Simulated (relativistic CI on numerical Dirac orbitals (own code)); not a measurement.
# Cu⁵⁺: E1 transition arrays

Where do the unresolved transition arrays of Cu⁵⁺ lie, how wide and how strong are they, and what do scaling and mixing change?

Program: relativistic CI on numerical Dirac orbitals (own code) version 3. Level of theory: Dirac-Coulomb-Breit CI, KLI orbitals optimised for each configuration, model QED (radiative potential, 1s self-energy scaled to tabulated hydrogen-like ionisation energies), valence Slater integrals scaled by 0.9, whole transition arrays. These are calculated values, not measurements, unless marked.

### 1 The atom as given

```
ion            : Cu⁵⁺ (Cu VI)
nuclear charge : 29
electrons      : 24
isotope        : A = 63
configurations : [Ar] 3d6; [Ar] 3d5 4f; [Ne] 3s2 3p5 3d7; [Ar] 3d5 4p; [Ar] 3d5 5f
```

Outer shells as boxes (Hund's rule):

[Ar] 3d6
```
[Ar] core
3d [↑↓][↑ ][↑ ][↑ ][↑ ]
```

### 2 Main run

The run's settings:

```ini
atom Cu  Z=29  charge=5  electrons=24
nucleus A=63  rms_radius_fm=3.8823
hamiltonian dirac-coulomb  breit=on  qed=on  c_scale=1
orbitals kli  potential=per-configuration
slater_scale 0.9
correlation none
mixing on
configurations
  [Ar] 3d6
  [Ar] 3d5 4f
  [Ne] 3s2 3p5 3d7
  [Ar] 3d5 4p
  [Ar] 3d5 5f
end
arrays E1 from the first configuration
```

### 3 Without configuration mixing

The settings differ from step 2 so:

```diff
@@ -6,3 +6,3 @@
 correlation none
-mixing on
+mixing off
 configurations
```

### 4 Slater integrals scaled by 1

The settings differ from step 3 so:

```diff
@@ -4,5 +4,5 @@
 orbitals kli  potential=per-configuration
-slater_scale 0.9
+slater_scale 1
 correlation none
-mixing off
+mixing on
 configurations
```

### 5 Slater integrals scaled by 0.8

The settings differ from step 4 so:

```diff
@@ -4,3 +4,3 @@
 orbitals kli  potential=per-configuration
-slater_scale 1
+slater_scale 0.8
 correlation none
```

(Steps that only read results are left out.)

Q: Predict the outcome of this session. Wanted: strongest array, main run; lines in all.

As calculated:

The array to 3p6 3d5 5f, the strongest of the main run, in each run:

| run | time | mean (eV) | width (eV) | gf sum | strongest line (nm) | strongest array of the run |
| --- | --- | --- | --- | --- | --- | --- |
| main run | 0.67 s | 87.90 | 3.21 | 328.2 | 13.51 | 3p6 3d5 5f |
| without configuration mixing | 0.65 s | 87.09 | 2.95 | 127.5 | 14.16 | 3p5 3d7 |
| Slater integrals scaled by 1 | 0.66 s | 88.12 | 3.82 | 346.4 | 13.60 | 3p6 3d5 5f |
| Slater integrals scaled by 0.8 | 0.66 s | 87.57 | 2.83 | 355.4 | 13.46 | 3p6 3d5 5f |

| quantity | value |
| --- | --- |
| strongest array, main run | to 3p6 3d5 5f, 5697 lines |
| its mean and width | 87.9 ± 3.2 eV (14.1 nm) |
| its share of all gf | 41 % |
| lines in all | 15903 |

**Reading.** The array to 3p6 3d5 5f carries 41 % of the oscillator strength, around 14.1 nm. Configuration mixing moves its mean by +0.81 eV and changes its gf sum by +157 %. In the run «without configuration mixing» the array to 3p5 3d7 leads instead. All levels of the first configuration count with their statistical weight; no plasma population is modelled.
